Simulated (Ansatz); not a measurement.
Write a Python script for the Ansatz DFT code, driven from Python that makes a single point of KPdO3, space group Pm-3m. Level of theory: PBEsol, PAW, cutoff 550 eV, 5×5×5 k-points, Fermi-Dirac smearing of 0.15 eV.

```cif
data_structure
_symmetry_space_group_name_H-M 'P 1'
_symmetry_Int_Tables_number 1
_cell_length_a 4.0701
_cell_length_b 4.0701
_cell_length_c 4.0701
_cell_angle_alpha 90.000
_cell_angle_beta 90.000
_cell_angle_gamma 90.000
_cell_volume 67.42
loop_
_atom_site_label
_atom_site_type_symbol
_atom_site_fract_x
_atom_site_fract_y
_atom_site_fract_z
_atom_site_occupancy
K1 K 0.00000 0.00000 0.00000 1
Pd1 Pd 0.50000 0.50000 0.50000 1
O1 O 0.50000 0.50000 0.00000 1
O2 O 0.50000 0.00000 0.50000 1
O3 O 0.00000 0.50000 0.50000 1
```

Script `kpdo3_scf.py`:
```python
"""Single point of KPdO3."""

from collections import Counter
from pathlib import Path
import json

import ansatz as az
import numpy as np
import pandas as pd
from pymatgen.core import Lattice, Structure
from pymatgen.core import Structure
from pymatgen.io.ase import AseAtomsAdaptor
from scipy.ndimage import map_coordinates

pmg_structure = Structure(
    Lattice([[4.0701, 0.0, 0.0], [0.0, 4.0701, 0.0], [0.0, 0.0, 4.0701]]),
    ["K", "Pd", "O", "O", "O"],
    [
        [0.0, 0.0, 0.0],
        [0.5, 0.5, 0.5],
        [0.5, 0.5, 0.0],
        [0.5, 0.0, 0.5],
        [0.0, 0.5, 0.5],
    ],
)
structure = az.Crystal.from_ase(AseAtomsAdaptor.get_atoms(pmg_structure))

# functional, basis and sampling
setup = (
    structure.calculation()
    .functional("pbesol")
    .basis(550)
    .kpoints(spacing=0.32)
    .occupations("fermi_dirac", width=0.15)
    .scf(max_iterations=75)
    .potential_components()
    .forces()
    .density()
)
result = setup.run(events_out="events.ndjson")
rep = result.report
with open("events.ndjson") as stream:
    kinds = Counter(json.loads(line)["event"] for line in stream)
print("events:", {kind: kinds[kind] for kind in ("scf_iter", "scf_done", "notice", "finished")})

print(f"free energy      {rep['free_energy_ev']:.5f} eV")
print(f"per atom         {rep['free_energy_ev'] / len(result.lattice.sites):.5f} eV")
print(f"SCF iterations   {rep['n_iterations']}  (converged: {rep['converged']})")

keep = ["free_energy_ev", "energy_sigma0_ev", "fermi_energy_ev", "n_iterations", "converged", "magnetization_mub", "n_kpoints"]
with open("kpdo3.json", "w") as handle:
    json.dump({key: rep[key] for key in keep}, handle, indent=1)

folder = Path(result.write_results("parts"))
text = (folder / "v_comp_z.tsv").read_text().splitlines()
rows = np.array([line.split() for line in text if not line.startswith("#")], dtype=float)
print(text[0])
print(np.array2string(rows[:: max(len(rows) // 12, 1)], precision=3, suppress_small=True))

# forces, one row an atom
table = pd.DataFrame(rep["forces_ev_ang"], columns=["fx", "fy", "fz"])
table.insert(0, "atom", [site["symbol"] for site in rep["lattice"]["sites"]])
print(table.round(4).to_string())

final = Structure(result.lattice.cell_ang, [s.symbol for s in result.lattice.sites], [s.position_frac for s in result.lattice.sites])
# the grid holds the pseudo-density, which differs from the true one inside the cores
rho = result.density()
total = sum(channel.density_e_per_ang3 for channel in rho.channels[:2])
grid_cell = np.asarray(rho.fft_grid_basis) @ result.lattice.cell_ang
partner = min(final.get_neighbors(final[0], 5.0), key=lambda n: n.nn_distance)
line = np.linspace(final[0].coords, partner.coords, 9)
points = (line @ np.linalg.inv(grid_cell)) * rho.dims
values = map_coordinates(total, points.T, order=3, mode="grid-wrap")
print(f"from {final[0].specie} to {partner.specie}, {partner.nn_distance:.3f} A")
for t, value in zip(np.linspace(0, partner.nn_distance, 9), values):
    print(f"{t:7.3f} A  {value:9.4f} e/A^3")
```

Running `python kpdo3_scf.py` prints:
```text
events: {'scf_iter': 8, 'scf_done': 1, 'notice': 2, 'finished': 1}
free energy      -10100.07990 eV
per atom         -2020.01598 eV
SCF iterations   8  (converged: True)
# z_ang	v_loc[eV]	v_h[eV]	v_xc[eV]
[[  0.     19.455 -17.531 -11.365]
 [  0.254  21.655 -18.428 -10.858]
 [  0.509  26.016 -19.537  -9.628]
 [  0.763  27.258 -17.706  -8.493]
 [  1.018  20.835 -10.66   -8.355]
 [  1.272   6.339   2.106  -9.59 ]
 [  1.526 -15.554  18.84  -11.752]
 [  1.781 -36.505  34.045 -13.461]
 [  2.035 -45.343  40.21  -14.047]
 [  2.289 -36.505  34.045 -13.461]
 [  2.544 -15.554  18.84  -11.752]
 [  2.798   6.339   2.106  -9.59 ]
 [  3.053  20.835 -10.66   -8.355]
 [  3.307  27.258 -17.706  -8.493]
 [  3.561  26.016 -19.537  -9.628]
 [  3.816  21.655 -18.428 -10.858]]
  atom   fx   fy   fz
0    K -0.0 -0.0  0.0
1   Pd -0.0 -0.0 -0.0
2    O -0.0 -0.0  0.0
3    O -0.0 -0.0  0.0
4    O  0.0 -0.0 -0.0
from K to O, 2.878 A
  0.000 A     4.1282 e/A^3
  0.360 A     3.9638 e/A^3
  0.719 A     1.6248 e/A^3
  1.079 A     0.2876 e/A^3
  1.439 A     0.0849 e/A^3
  1.799 A     0.2019 e/A^3
  2.158 A     1.0414 e/A^3
  2.518 A     5.1698 e/A^3
  2.878 A     7.5792 e/A^3
```

`kpdo3.json`, as written:
```json
{
 "free_energy_ev": -10100.07989629937,
 "energy_sigma0_ev": -10099.820231551725,
 "fermi_energy_ev": 7.041109020064016,
 "n_iterations": 8,
 "converged": true,
 "magnetization_mub": 0.0,
 "n_kpoints": 10
}
```

Total energies depend on the potentials; only differences at equal settings carry meaning. The cell holds an odd number of electrons and is run without spin, so a magnetic state may lie lower. For a metal this k-point mesh is coarse: on a finer one energies can move by several to tens of meV an atom and pressures by half a GPa or more, differences at one mesh by less. Densities and potentials on the grid are those of the valence electrons, and inside the cores they hang on the potentials used. This cell is a computed structure, which may not be the phase found in nature. Hardware and time: 1.8 s on 1 thread of Intel(R) Xeon(R) 6975P-C (Granite Rapids) (shared host), peak memory 0.52 GiB.

(Lines on the test bed's own set-up are left out of the output.)
